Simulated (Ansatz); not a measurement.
CH7GeNS, SMILES C[S][GeH2][NH2], an atomisation energy

Computed with the Python package of Ansatz (0.2.0).

The cells in order, each with its output:

```python
from collections import Counter

import ansatz as az
```

```python
BASIS_SET = "def2-SVP"
FUNCTIONAL = "HF"
```

```python
def energy(molecule, charge=0, unpaired=0):
    calc = (
        molecule.calculation()
        .basis(gaussian=BASIS_SET)  # atom-centred Gaussian functions
        .functional(FUNCTIONAL)
        .scf(lower_state_search="standard")  # control of the self-consistency loop
    )
    if charge:
        calc = calc.charge(charge)
    if unpaired:
        calc = calc.spin("collinear", total=unpaired)
    return calc.run(threads=1).report["free_energy_ev"]

geometry_ang = [
    ("C", [1.6461, -0.4649, 0.7489]),
    ("S", [1.2045, 1.2739, 0.4522]),
    ("Ge", [-0.9365, 0.8205, 0.0429]),
    ("N", [-1.0952, -0.0517, -1.5974]),
    ("H", [1.4753, -1.0648, -0.1687]),
    ("H", [2.7205, -0.5234, 1.0182]),
    ("H", [1.0447, -0.8754, 1.5865]),
    ("H", [-1.5097, -0.0784, 1.1682]),
    ("H", [-1.7357, 2.1475, -0.0071]),
    ("H", [-0.6966, -1.0085, -1.4706]),
    ("H", [-2.1173, -0.1747, -1.773]),
]
ch7gens = az.Crystal.molecule()
for symbol, xyz in geometry_ang:
    ch7gens = ch7gens.atom(symbol, xyz)
```

```python
# Hund ground states
unpaired = {"C": 2, "S": 2, "Ge": 2, "N": 3, "H": 1}
counts = Counter(site.symbol for site in ch7gens.cartesian_sites)
atom_energy = {s: energy(az.Crystal.molecule().atom(s, (0, 0, 0)), 0, unpaired[s]) for s in counts}
whole = energy(ch7gens, 0, 0)
for s, e in atom_energy.items():
    print(f"{s:2s} x{counts[s]}  {e:14.5f} eV")
print(f"CH7GeNS: {whole:.5f} eV")
split = sum(counts[s] * e for s, e in atom_energy.items()) - whole
print(f"atomisation energy (no zero-point term): {23.060548 * split:.1f} kcal/mol, {split / sum(counts.values()):.3f} eV an atom")
```

    C  x1     -1024.37889 eV
    S  x1    -10812.89050 eV
    Ge x1    -56465.20607 eV
    N  x1     -1478.57238 eV
    H  x7       -13.58606 eV
    CH7GeNS: -69901.85268 eV
    atomisation energy (no zero-point term): 592.7 kcal/mol, 2.337 eV an atom

592.7 kcal/mol from the electronic energies, without the zero-point term.

These settings explore the input space; basis and method may be short of convergence. The geometry is a force-field or estimated start, not a minimum of this method, and the basis set is short of its limit. All parts are taken at fixed geometry, without zero-point energy. Hartree-Fock leaves correlation out, so bond, atomisation and ionisation energies come out well too low. It ran for 2.4 s on 1 thread of Arm Neoverse V2, on a shared host, peak memory 0.28 GiB.

(Lines on the test bed's own set-up are left out of the output.)
